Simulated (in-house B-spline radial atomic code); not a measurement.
# Ru¹¹⁺: ionisation energy by several methods

Aim: the ionisation energy of Ru¹¹⁺ by several methods, each as the difference of two self-consistent energies (Ru¹¹⁺ and the next ion, [Ar] 3d10 4s2 4p2).

Program: in-house B-spline radial atomic code version 1. Level of theory: scalar-relativistic (X2C), several functionals, spin-polarised; spherical all-electron atom at the radial basis limit. These are calculated values, not measurements, unless marked.

## 1. Starting point

| Property | Result |
| --- | --- |
| element | ruthenium (Z = 44) |
| charge | +11 |
| electrons | 33 |
| configuration | [Ar] 3d10 4s2 4p3 |
| nucleus | Fermi, rms radius 4.481 fm |

The outer shells:

[Ar] 3d10 4s2 4p3
```
[Ar] core
3d [↑↓][↑↓][↑↓][↑↓][↑↓]
4s [↑↓]
4p [↑ ][↑ ][↑ ]
```

Where spins are not typed, each open shell is filled with up spins first.

## 2. exchange-only LDA

Settings of the run:

```ini
Z = 44
electrons = 33.0
configuration = [Ar] 3d10 4s2 4p3
hamiltonian = x2c
method = lda,
spin_polarised = True
nucleus = fermi
rms_radius = 4.4809
mass_number = 102
atomic_mass = 101.904340312
speed_of_light = 137.035999084
```

Main fields of the result record, rounded:

```text
{
  "status": "converged",
  "scf [iteration, energy, orbital gradient]": [
    [1, -4458.66571307, 1.55],
    [2, -4477.16989925, 0.899],
    [3, -4483.06504958, 0.238],
    [4, -4483.50010672, 0.0598],
    [5, -4483.52032417, 0.0306],
    [6, -4483.52816195, 0.000924],
    [7, -4483.52816806, 1.3e-05],
    [8, -4483.52816806, 5.81e-07],
    [9, -4483.52816806, 3.63e-08]
  ],
  "energy [hartree]": {"total": -4483.52816806, "kinetic": 4668.6167892, "nuclear": -10587.4546281, "coulomb": 1554.2024239, "xc": -118.892753066},
  "orbitals [hartree, bohr; first row names the columns]": [
    ["name", "occ", "eps", "<r>", "<r^2>", "<1/r>", "r_max"],
    ["1s up", 1.0, -811.97073, 0.032957, 0.0014773, 47.459, 0.021131],
    ["1s down", 1.0, -811.93837, 0.032956, 0.0014773, 47.46, 0.021131],
    ["2s up", 1.0, -123.73724, 0.14536, 0.024969, 10.662, 0.12298],
    ["2s down", 1.0, -123.71541, 0.14536, 0.024967, 10.662, 0.12298],
    ["2p up", 3.0, -111.80565, 0.12675, 0.019639, 10.089, 0.097985],
    ["2p down", 3.0, -111.77557, 0.12675, 0.01964, 10.088, 0.097997],
    ["3s up", 1.0, -28.222152, 0.40163, 0.18474, 3.6682, 0.3614],
    ["3s down", 1.0, -28.181182, 0.40123, 0.18429, 3.6706, 0.36144],
    ["3p up", 3.0, -24.290661, 0.40111, 0.18705, 3.4516, 0.35406],
    ["3p down", 3.0, -24.245449, 0.40055, 0.18641, 3.4549, 0.3541],
    ["3d up", 5.0, -17.943671, 0.38035, 0.17278, 3.2201, 0.29884],
    ["3d down", 5.0, -17.897653, 0.37935, 0.17166, 3.2254, 0.29878],
    ["4s up", 1.0, -9.9245027, 0.92833, 0.96706, 1.5073, 0.8744],
    ["4s down", 1.0, -9.6822419, 0.92751, 0.96666, 1.5119, 0.87074],
    ["4p up", 3.0, -8.6754171, 0.97789, 1.0785, 1.3979, 0.91671]
  ],
  "sum_r [bohr^k]": {"-1": 244.2727, "1": 12.91298, "2": 8.551598},
  "radius_at_0.001 [bohr]": 2.113,
  "radius_enclosing [bohr]": {"0.5": 0.3124, "0.9": 0.8548, "0.99": 1.444},
  "slater [hartree]": {
    "F0(4s up,4s up)": 0.96601,
    "F0(4s up,4s down)": 0.96646,
    "F0(4s up,4p up)": 0.94037,
    "G1(4s up,4p up)": 0.64371,
    "F0(4s down,4s down)": 0.96692,
    "F0(4s down,4p up)": 0.94075,
    "F0(4p up,4p up)": 0.91723,
    "F2(4p up,4p up)": 0.48676
  },
  "ionisation_energy [hartree]": 9.08725273
}
```

Run time: 0.37 s. Hardware: 1 thread, shared host.

The run also solves the next ion with the same method; the record keeps the difference, ionisation_energy. radius_at_0.001 is where the density falls to 0.001 electrons per bohr³.

Radial density 4πr²n(r) and radial functions P(r) = rR(r):

```
r (bohr)      4πr²n  4s down    4p up
 0.00251      6.039   0.1112   0.0040
 0.00367      10.68   0.1473   0.0077
 0.00537      18.12   0.1905   0.0149
 0.00785      28.80   0.2367   0.0287
  0.0115      41.76   0.2759   0.0543
  0.0168      52.82   0.2873   0.0992
  0.0245      56.00   0.2393   0.1719
  0.0359      50.22   0.0950   0.2767
  0.0524      48.06  -0.1469   0.3897
  0.0767      61.37  -0.3988   0.4392
   0.112      68.88  -0.4359   0.2986
   0.164      50.66  -0.0514  -0.1095
   0.240      46.55   0.5502  -0.5787
   0.350      52.38   0.6307  -0.5840
   0.512      26.79  -0.2148   0.1568
   0.749      10.33  -1.1349   1.0310
    1.10      5.745  -1.0302   1.0684
    1.60     0.8572  -0.3643   0.4444
    2.34    0.01463  -0.0410   0.0617
    3.42  1.330e-05  -0.0010   0.0020
```

Clear maxima of the radial density (full grid of the record): 0.025, 0.11, 0.29 bohr.

X-ray form factor of the spherical density:

```
sinθ/λ (1/Å)  f (electrons)
           0         33.000
         0.1         32.384
         0.2         30.689
         0.3         28.302
         0.4         25.661
         0.6         20.781
         0.8         16.927
           1         13.818
         1.4          9.268
         1.8          6.810
         2.5          5.051
           4          2.837
           6          1.479
```

## 3. RPBE, a GGA

Settings: those of step 2 with these lines changed.

```diff
@@ -4,3 +4,3 @@
 hamiltonian = x2c
-method = lda,
+method = rpbe,pbe
 spin_polarised = True
```

Result record:

```text
{
  "status": "converged",
  "iterations": 9,
  "energy [hartree]": {"total": -4492.01822882, "kinetic": 4676.56548756, "nuclear": -10596.3802753, "coulomb": 1555.28274215, "xc": -127.486183249},
  "orbitals [hartree, bohr; first row names the columns]": [
    ["name", "occ", "eps", "<r>"],
    ["1s up", 1.0, -813.26756, 0.032916],
    ["1s down", 1.0, -813.23898, 0.032916],
    ["2s up", 1.0, -123.98149, 0.14518],
    ["2s down", 1.0, -123.96548, 0.14517],
    ["2p up", 3.0, -111.93892, 0.12668],
    ["2p down", 3.0, -111.91123, 0.12668],
    ["3s up", 1.0, -28.364773, 0.40066],
    ["3s down", 1.0, -28.334406, 0.40043],
    ["3p up", 3.0, -24.397165, 0.40041],
    ["3p down", 3.0, -24.361825, 0.40003],
    ["3d up", 5.0, -18.02206, 0.37994],
    ["3d down", 5.0, -17.984579, 0.37912],
    ["4s up", 1.0, -9.9896258, 0.92755],
    ["4s down", 1.0, -9.7408635, 0.92824],
    ["4p up", 3.0, -8.7327293, 0.97707]
  ],
  "sum_r [bohr^k]": {"-1": 244.4889, "1": 12.90096, "2": 8.533182},
  "ionisation_energy [hartree]": 9.14193424
}
```

Wall time 0.4 s (1 thread, shared host).

## 4. Hartree-Fock

Settings: those of step 3 with these lines changed.

```diff
@@ -4,3 +4,3 @@
 hamiltonian = x2c
-method = rpbe,pbe
+method = hf
 spin_polarised = True
```

Result record:

```text
{
  "status": "converged",
  "iterations": 10,
  "energy [hartree]": {"total": -4490.29606777, "kinetic": 4675.8288233, "nuclear": -10595.6828322, "coulomb": 1555.3665154, "exact_exchange": -125.808574249},
  "orbitals [hartree, bohr; first row names the columns]": [
    ["name", "occ", "eps", "<r>"],
    ["1s up", 1.0, -825.44576, 0.032909],
    ["1s down", 1.0, -825.38538, 0.032907],
    ["2s up", 1.0, -128.6708, 0.14489],
    ["2s down", 1.0, -128.63333, 0.14486],
    ["2p up", 3.0, -115.91376, 0.12668],
    ["2p down", 3.0, -115.84398, 0.12673],
    ["3s up", 1.0, -30.486038, 0.3981],
    ["3s down", 1.0, -30.39843, 0.39808],
    ["3p up", 3.0, -26.167126, 0.39807],
    ["3p down", 3.0, -26.046266, 0.39897],
    ["3d up", 5.0, -19.201314, 0.37944],
    ["3d down", 5.0, -19.140114, 0.37866],
    ["4s up", 1.0, -10.661729, 0.93153],
    ["4s down", 1.0, -10.013023, 0.93609],
    ["4p up", 3.0, -9.1410341, 0.98248]
  ],
  "sum_r [bohr^k]": {"-1": 244.4681, "1": 12.90865, "2": 8.557156},
  "ionisation_energy [hartree]": 9.12677233
}
```

It took 0.66 s on 1 thread, shared host.

## 5. BLYP, a GGA

Settings: those of step 4 with these lines changed.

```diff
@@ -4,3 +4,3 @@
 hamiltonian = x2c
-method = hf
+method = b88,lyp
 spin_polarised = True
```

Result record:

```text
{
  "status": "converged",
  "iterations": 9,
  "energy [hartree]": {"total": -4492.28038539, "kinetic": 4676.89590183, "nuclear": -10596.7422954, "coulomb": 1555.31169751, "xc": -127.745689364},
  "orbitals [hartree, bohr; first row names the columns]": [
    ["name", "occ", "eps", "<r>"],
    ["1s up", 1.0, -813.36256, 0.032919],
    ["1s down", 1.0, -813.33292, 0.032918],
    ["2s up", 1.0, -123.98919, 0.14519],
    ["2s down", 1.0, -123.97199, 0.14519],
    ["2p up", 3.0, -111.97415, 0.12666],
    ["2p down", 3.0, -111.94634, 0.12667],
    ["3s up", 1.0, -28.344841, 0.40088],
    ["3s down", 1.0, -28.311301, 0.40067],
    ["3p up", 3.0, -24.386947, 0.40054],
    ["3p down", 3.0, -24.349119, 0.40021],
    ["3d up", 5.0, -18.017673, 0.37998],
    ["3d down", 5.0, -17.9788, 0.37926],
    ["4s up", 1.0, -9.9774914, 0.92722],
    ["4s down", 1.0, -9.7663408, 0.9278],
    ["4p up", 3.0, -8.721853, 0.97694]
  ],
  "sum_r [bohr^k]": {"-1": 244.4963, "1": 12.90206, "2": 8.535794},
  "ionisation_energy [hartree]": 9.13490124
}
```

Wall time 0.37 s (1 thread, shared host).

## 6. OLYP, a GGA

Settings: those of step 5 with these lines changed.

```diff
@@ -4,3 +4,3 @@
 hamiltonian = x2c
-method = b88,lyp
+method = optx,lyp
 spin_polarised = True
```

Result record:

```text
{
  "status": "converged",
  "iterations": 9,
  "energy [hartree]": {"total": -4493.41415289, "kinetic": 4677.80977365, "nuclear": -10598.9973098, "coulomb": 1556.73179145, "xc": -128.958408162},
  "orbitals [hartree, bohr; first row names the columns]": [
    ["name", "occ", "eps", "<r>"],
    ["1s up", 1.0, -813.13697, 0.032925],
    ["1s down", 1.0, -813.10624, 0.032924],
    ["2s up", 1.0, -124.09853, 0.14519],
    ["2s down", 1.0, -124.07909, 0.14518],
    ["2p up", 3.0, -112.08394, 0.12667],
    ["2p down", 3.0, -112.05173, 0.12667],
    ["3s up", 1.0, -28.418172, 0.40049],
    ["3s down", 1.0, -28.393028, 0.40023],
    ["3p up", 3.0, -24.457477, 0.40009],
    ["3p down", 3.0, -24.4263, 0.39966],
    ["3d up", 5.0, -18.094294, 0.37927],
    ["3d down", 5.0, -18.058489, 0.37834],
    ["4s up", 1.0, -10.015022, 0.92613],
    ["4s down", 1.0, -9.725605, 0.92874],
    ["4p up", 3.0, -8.757451, 0.97488]
  ],
  "sum_r [bohr^k]": {"-1": 244.5449, "1": 12.88376, "2": 8.507653},
  "ionisation_energy [hartree]": 9.16755634
}
```

Run time: 0.37 s. Hardware: 1 thread, shared host.

## 7. All methods side by side

| method | rung | total energy (hartree) | ΔSCF (eV) | −ε highest (eV) | ΔSCF less tabulated (eV) |
| --- | --- | --- | --- | --- | --- |
| exchange-only LDA | LDA | -4483.5282 | 247.28 | 236.07 (4p up) | +2.28 |
| RPBE | GGA | -4492.0182 | 248.76 | 237.63 (4p up) | +3.76 |
| BLYP | GGA | -4492.2804 | 248.57 | 237.33 (4p up) | +3.57 |
| OLYP | GGA | -4493.4142 | 249.46 | 238.30 (4p up) | +4.46 |
| Hartree-Fock | Hartree-Fock | -4490.2961 | 248.35 | 248.74 (4p up) | +3.35 |

**Reading.** Tables give 245 ± 2.5 eV (tabulated theoretical; NIST Atomic Spectra Database) for the ionisation energy. exchange-only LDA misses by +2.28 eV, the least, and OLYP by +4.46 eV (1.8 %), the most. The table's own uncertainty exceeds the spread between the methods, so their order is not settled. Relativistic terms that these runs lack can be as large as the gaps between close methods, so the nearest may be so by luck. Spin-orbit coupling is left out. Open shells are averaged (over orientations, and over spins where the run is restricted), while tables refer to the lowest levels. For the semilocal functionals minus the highest level recovers only 95 to 96 % of their own ΔSCF value, a mark of self-interaction.

Members of this set that are not shown: 2 used exact exchange with fractional occupations of an open shell, which is unsound here.

What each method cost (CPU seconds, one thread, shared host; runs marked * also made radial tables):

| method | CPU time | miss (eV) |
| --- | --- | --- |
| exchange-only LDA* | 0.37 s | +2.28 |
| BLYP | 0.37 s | +3.57 |
| OLYP | 0.37 s | +4.46 |
| RPBE* | 0.4 s | +3.76 |
| Hartree-Fock* | 0.66 s | +3.35 |
